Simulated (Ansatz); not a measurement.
# AlH6OPSi: rigid torsion scan in Python

The task is a rigid torsion scan, for AlH6OPSi. SMILES: [OH][AlH][SiH2]P.

Program: Ansatz 0.2.0, driven from Python. Level of theory: r2SCAN0/def2-SVP. These are calculated values, not measurements.

### 1 The structure

Bond lengths: O1–Al2 1.795 Å, Al2–Si3 2.335 Å, Si3–P4 2.185 Å, O1–H5 0.975 Å, Al2–H6 1.615 Å, Si3–H7 1.462 Å, Si3–H8 1.540 Å, P4–H9 1.502 Å, P4–H10 1.488 Å. Angles: O1–Al2–Si3 117.6°, O1–Al2–H6 121.8°, Si3–Al2–H6 120.6°, Al2–O1–H5 107.4°, Al2–Si3–P4 111.7°, Al2–Si3–H7 111.7°, Al2–Si3–H8 109.8°, P4–Si3–H7 109.8°, P4–Si3–H8 107.0°, H7–Si3–H8 106.6°, Si3–P4–H9 92.5°, Si3–P4–H10 94.8°, H9–P4–H10 89.8°.

The script holds or builds the structure itself.

### 2 The code

The input, alh6opsi_torsion.py:

```python
'''Rigid torsion scan of AlH6OPSi.'''

import ansatz as az
from ase import Atoms

atoms = Atoms(['O', 'Al', 'Si', 'P', 'H', 'H', 'H', 'H', 'H', 'H'], positions=[
    (-2.1642, 0.7953, -0.8711),
    (-0.5213, 1.3399, -0.3955),
    (1.1948, -0.2434, -0.4296),
    (0.7904, -1.9025, 0.9333),
    (-2.6275, 0.5224, -0.0579),
    (-0.23, 2.8589, 0.0688),
    (1.43, -0.7575, -1.7779),
    (2.5131, 0.4068, 0.0295),
    (-0.6269, -2.0359, 0.4536),
    (0.3248, -1.0352, 2.0498),
])

# relax first, so that the scan starts from a minimum
first = az.Crystal.molecule_from_ase(atoms).calculation()
first = first.basis(gaussian='def2-SVP')
first = first.functional('r2scan0')
first = first.scf(lower_state_search='standard')
first = first.relax(force_tolerance=0.02, max_steps=80)
atoms.positions = first.run(threads=1, pin='off').report['positions_ang']

start = atoms.get_dihedral(1, 2, 3, 8)
energies = {}
for turn in range(0, 360, 40):
    turned = atoms.copy()
    turned.set_dihedral(1, 2, 3, 8, start + turn, indices=[3, 8, 9])
    calculation = (
        az.Crystal.molecule_from_ase(turned).calculation()
        .basis(gaussian='def2-SVP')  # atom-centred Gaussian functions
        .functional('r2scan0')
        .scf(lower_state_search='standard')
    )
    energies[round((start + turn) % 360)] = calculation.run(threads=1, pin='off').report['free_energy_ev']
floor = min(energies.values())
print('dihedral Al1-Si2-P3-H8 (deg)   E - E(min) (kJ/mol)')
for angle, e in sorted(energies.items()):
    print(f'{angle:8d} {96.485332 * (e - floor):14.3f}  ' + '#' * int(30 * (e - floor) / max(max(energies.values()) - floor, 1e-9)))
```

### 3 The run

On the command line:

```bash
python alh6opsi_torsion.py
```

The log of the run:

```text
dihedral Al1-Si2-P3-H8 (deg)   E - E(min) (kJ/mol)
       3          5.026  #############
      43          0.000
      83          4.657  ############
     123          5.643  ###############
     163          2.093  #####
     203          8.524  #######################
     243         10.900  ##############################
     283          4.384  ############
     323          6.042  ################
```

It took 2.5 min on 1 thread of Arm Neoverse V2, shared host; peak memory 0.31 GiB.

### 4 Path of the relaxation of run 0

Step by step:

```csv
step,energy from step 1 (eV),largest force component (eV/Å)
1,0.0000,2.0774
2,-0.3402,1.3910
3,-0.4044,2.0777
4,-0.4641,0.8611
5,-0.5909,0.4500
6,-0.6263,0.4454
7,-0.6366,0.0799
8,-0.6410,0.0377
9,-0.6423,0.1060
10,-0.6430,0.0761
11,-0.6435,0.0498
12,-0.6438,0.0050
```

Step 1 is the start.

Before: Bond lengths: O1–Al2 1.795 Å, Al2–Si3 2.335 Å, Si3–P4 2.185 Å, O1–H5 0.975 Å, Al2–H6 1.615 Å, Si3–H7 1.462 Å, Si3–H8 1.540 Å, P4–H9 1.502 Å, P4–H10 1.488 Å. Angles: O1–Al2–Si3 117.6°, O1–Al2–H6 121.8°, Si3–Al2–H6 120.6°, Al2–O1–H5 107.4°, Al2–Si3–P4 111.7°, Al2–Si3–H7 111.7°, Al2–Si3–H8 109.8°, P4–Si3–H7 109.8°, P4–Si3–H8 107.0°, H7–Si3–H8 106.6°, Si3–P4–H9 92.5°, Si3–P4–H10 94.8°, H9–P4–H10 89.8°.

After: Bond lengths: O1–Al2 1.699 Å, Al2–Si3 2.437 Å, Si3–P4 2.280 Å, O1–H5 0.954 Å, Al2–H6 1.585 Å, Si3–H7 1.494 Å, Si3–H8 1.493 Å, P4–H9 1.424 Å, P4–H10 1.424 Å. Angles: O1–Al2–Si3 113.0°, O1–Al2–H6 119.3°, Si3–Al2–H6 127.7°, Al2–O1–H5 128.6°, Al2–Si3–P4 111.9°, Al2–Si3–H7 111.9°, Al2–Si3–H8 113.6°, P4–Si3–H7 105.7°, P4–Si3–H8 106.3°, H7–Si3–H8 106.9°, Si3–P4–H9 94.3°, Si3–P4–H10 94.7°, H9–P4–H10 93.4°.

Run 0 is this relaxation; the runs after it count from 1.

### 5 Run by run

One row for each of the 9 runs:

```csv
run,turn (°),energy from run 1 (eV),SCF cycles,CPU time (s)
1,0,0.0000,17,6.3
2,40,0.0483,17,6.6
3,80,0.0585,17,6.2
4,120,0.0217,17,6.2
5,160,0.0883,17,6.2
6,200,0.1130,17,6.2
7,240,0.0454,17,6.6
8,280,0.0626,17,6.2
9,320,0.0521,17,6.2
```

### 6 Summary of results

| quantity | value |
| --- | --- |
| runs compared | 9 |
| range of energy | 0.113 eV |
| lowest point, turn (°) | 0 |

What this shows: The lowest point lies at a turn of 0°, the highest 0.113 eV (10.9 kJ/mol) above it at 200°. The grid can miss the true lowest and highest points, and the rest of the molecule is held rigid. Run 0: The relaxation took 11 moves; the largest shift is 0.826 Å, of atom 5 (H). So large a move can change the bonding: the results belong to the relaxed structure. The scan is rigid and the energies are electronic, in a modest basis. With rigid groups the curve can differ much from the relaxed path, the start wasn't checked as a minimum of this torsion, and equivalent turns needn't return to the same energy.
